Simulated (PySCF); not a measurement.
# C2HBF2: the cost of one run

The runs use PySCF 2.14.0, with density-fitted response routines of our own; the level of theory stands in each step. All values are computed, except where a source is named. Atoms are numbered from 0 throughout.

### Step 1. Starting geometry

6 atoms, charge 0, multiplicity 1; geometry from: GFN2-xTB. The atoms were then displaced at random by about 0.01 Å, so the start is not that level's minimum.

Bonds of the start (Å): C0–C1 1.23, C1–B2 1.53, B2–F3 1.29, B2–F4 1.31, C0–H5 1.03.

### Step 2. Optimising the geometry at PBE0-D3(BJ)/def2-SVP

The job: settings as JSON, then the geometry in Å.

```
{"job": {"xc": "PBE0", "basis": "def2-SVP", "d3": "d3bj", "grid": 1, "shake": 0.01, "kind": "geom"}, "charge": 0, "multiplicity": 1}
C      1.639160    -0.117700     0.021430
C      0.411900    -0.030860     0.001410
B     -1.116430     0.059450    -0.025770
F     -1.702720     1.117590    -0.482360
F     -1.872890    -0.914030     0.412890
H      2.665140    -0.144480     0.027730
```

On the command line:

```bash
$ OMP_NUM_THREADS=1 python probes_run.py task.json out
```

One launch serves the whole session: the jobs run in the order shown.

**Question.** How long does this first job take on 1 thread of Arm Neoverse V1, shared host, and how much memory does it need?

About 22 s, with a peak of 0.31 GiB.
